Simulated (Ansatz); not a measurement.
# Ni3Pb2S2: one run, from forces to fields

One self-consistent run on Ni3Pb2S2 (a structure type of another compound, with these elements put in), nothing relaxed, to see gap or metal, charges, bonding.

All numbers below are computed with Ansatz 0.2.0 (DFT, r2SCAN, no spin polarisation, plane waves, PAW).

## Step 1: The cell

Symmetry: R-3m, No. 166, trigonal system. Conventional cell: a = 5.592 Å, b = 5.592 Å, c = 13.488 Å, α = 90.00°, β = 90.00°, γ = 120.00°. Pb (site symmetry -3m) has 6 Ni at 2.77 Å as nearest neighbours. S (site symmetry 3m) has 3 Ni at 2.27 Å and 1 Pb at 2.90 Å as nearest neighbours. Around Pb (site symmetry -3m) lie 6 Ni at 2.80 Å and 2 S at 2.90 Å. Ni (site symmetry 2/m) has 2 S at 2.27 Å as nearest neighbours.

Symmetry-reduced, conventional setting; the input below types the cell that was run:

```cif
data_structure
_symmetry_space_group_name_H-M 'R-3m:H'
_symmetry_Int_Tables_number 166
_cell_length_a 5.5917
_cell_length_b 5.5917
_cell_length_c 13.4877
_cell_angle_alpha 90.000
_cell_angle_beta 90.000
_cell_angle_gamma 120.000
_cell_volume 365.23
loop_
_atom_site_label
_atom_site_type_symbol
_atom_site_symmetry_multiplicity
_atom_site_Wyckoff_symbol
_atom_site_fract_x
_atom_site_fract_y
_atom_site_fract_z
_atom_site_occupancy
Pb1 Pb 3 b 0.33333 0.66667 0.16667 1
S1 S 6 c 0.33333 0.66667 0.88167 1
Pb2 Pb 3 a 0.00000 0.00000 0.00000 1
Ni1 Ni 9 e 0.00000 0.50000 0.00000 1
```

The cell carries a charge of +1 e on a uniform background.

The run starts from a saved solution of this cell (checkpoint.read), perhaps found on another mesh.

## Step 2: The calculation

Contents of input.yaml:

```yaml
crystal:
  lattice:
    - [5.534947, 0.0, 0.0]
    - [2.710393, 4.825913, 0.0]
    - [2.710393, 1.586361, 4.557728]
  atoms:
    - { symbol: Pb, position: [0.5, 0.5, 0.5] }
    - { symbol: S, position: [0.215, 0.215, 0.215] }
    - { symbol: S, position: [0.785, 0.785, 0.785] }
    - { symbol: Pb, position: [0.0, 0.0, 0.0] }
    - { symbol: Ni, position: [0.0, 0.5, 0.5] }
    - { symbol: Ni, position: [0.5, 0.0, 0.5] }
    - { symbol: Ni, position: [0.5, 0.5, 0.0] }
  symmetry: { tolerance: 0.0003 }
kpoints:
  mp_grid: { grid: [8, 8, 8], shift: [0, 0, 0] }
magnetization:
  spin_polarized: false
scf:
  occupations: { method: gaussian, width: 0.0711 }
  lower_state_search: "off"
  max_iter: 200
hamiltonian:
  pseudopotentials: { kind: paw }
  xc: r2scan
total_charge: 1
basis:
  ecutwfc: 500
  fft_grid_basis: typed
output:
  forces: true
  stress: true
  eigenvalues: true
  bader: true
  populations: true
  elf: true
  write_potential: true
  volumetric_format: npy
  dos:
    e_range: [-12, 8]
    de: 0.05
    projected: { site_lists: { Ni: [Ni], Pb: [Pb], S: [S] } }
checkpoint:
  read: saved_state
```

What does the calculation give? Wanted: largest force; character; Bader charges.

As calculated:

| quantity | value |
| --- | --- |
| largest force | 2.177 eV/Å on S |
| character | metal |
| density of states, mean within 0.25 eV of the Fermi level | 5.6 per eV per cell |
| Bader charges | Pb +0.73 to +0.75, S -0.66, Ni +0.28 e |

It is a metal; within 0.25 eV of the Fermi level the density of states averages 5.6 per eV per cell, mostly Ni d (65 %) and S p (17 %). Forces reach 2.2 eV/Å, so the geometry is far from rest and the levels are not those of the relaxed cell. With forces up to 2.18 eV/Å (on S), a relaxation would move the atoms. Pb loses most charge (+0.74 e on average) and S gains most (-0.66 e).

Keep in mind: an odd count of electrons without spin polarisation forces a partly filled band; no spin polarisation, so a magnetic state may lie lower; charged cell with a uniform background.
